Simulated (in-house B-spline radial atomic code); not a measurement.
**W²⁸⁺: G0W0 and RPA against the share of exact exchange in the start**

How do the highest level of W²⁸⁺ and its G0W0 correction move as exact exchange is mixed into PBE?

Program: an in-house B-spline radial atomic code, version 1. Level of theory: RPA, second order, AC-SOSEX and G0W0 (contour deformation) on a scalar-relativistic mean field, all electrons; no spin-orbit coupling, Breit or QED terms, no two-electron picture change. These are calculated values, not measurements, unless marked.

## 1. The atom as given

| Property | Result |
| --- | --- |
| element | tungsten (Z = 74) |
| charge | +28 |
| electrons | 46 |
| configuration | [Kr] 4d10 |
| Hamiltonian | scalar-relativistic (spin-free one-electron X2C), finite nucleus |
| shares of exact exchange | 0.00, 0.10, 0.20, 0.30, 0.40, 0.50, 0.60, 0.70, 0.80, 0.90, 1.00 |

The outer shells:

W28+
```
[Kr] core
4d [↑↓][↑↓][↑↓][↑↓][↑↓]
```

## 2. 0 % exact exchange

Input settings:

```ini
Z = 74
electrons = 46.0
configuration = [Kr] 4d10
hamiltonian = x2c
method = pbeh
lmax = 9
exact_exchange_fraction = 0.0
rms_radius = 5.3658
spin_polarised = False
box_radius = 3.2
intervals = 62
```

Started as:

```bash
$ python run_gw.py task.json out
```

One command runs all members of the session, one after another, from task.json.

After this run come: 10 % exact exchange; 20 % exact exchange; 30 % exact exchange; 40 % exact exchange; 50 % exact exchange; 60 % exact exchange; 70 % exact exchange; 80 % exact exchange; 90 % exact exchange; 100 % exact exchange.

Q: Predict the outcome of this session. Wanted: highest level, mean field; highest level, G0W0; RPA correlation energy; RPA+SOSEX.

**Answer**, as computed:

| quantity | value |
| --- | --- |
| highest level, mean field (range over the runs) | -1139.08 to -1110.72 eV |
| highest level, G0W0 (range over the runs) | -1137.29 to -1136.92 eV |
| RPA correlation energy | -4.109 to -3.909 hartree |
| RPA+SOSEX | -2.9407 to -2.7927 hartree |
| semi-empirical ionisation energy (4d shell) | 1132.2 ± 1 eV (NIST Atomic Spectra Database, ionization energies) |
| G0W0 removal energy less that value | +4.72 to +5.09 eV |

In words: Across the starts the mean-field level varies by 28.4 eV and the G0W0 level by 0.37 eV (1.3 % as much). Without exact exchange the level is bound too weakly, and G0W0 lowers it by 26 eV. The correction changes sign near 94 % exact exchange, where the start's level already equals its G0W0 level. RPA gives the most correlation at 0 % exact exchange and the least at 100 % exact exchange (4.9 % apart); over the runs it loosely follows the gap of the start, as smaller excitation energies give more correlation. The semi-empirical ionisation energy is 1132.2 ± 1 eV. G0W0 is off by about +4.92 eV (+0.43 %) in every run shown, whatever the start. Without spin-orbit coupling the level is the average over j, while the tabulated threshold takes the electron from j = 5/2, which is bound less; that pushes the computed values up by a part of the shell's splitting. Spin-orbit coupling, which splits the 4d shell strongly in so heavy an element, is left out.
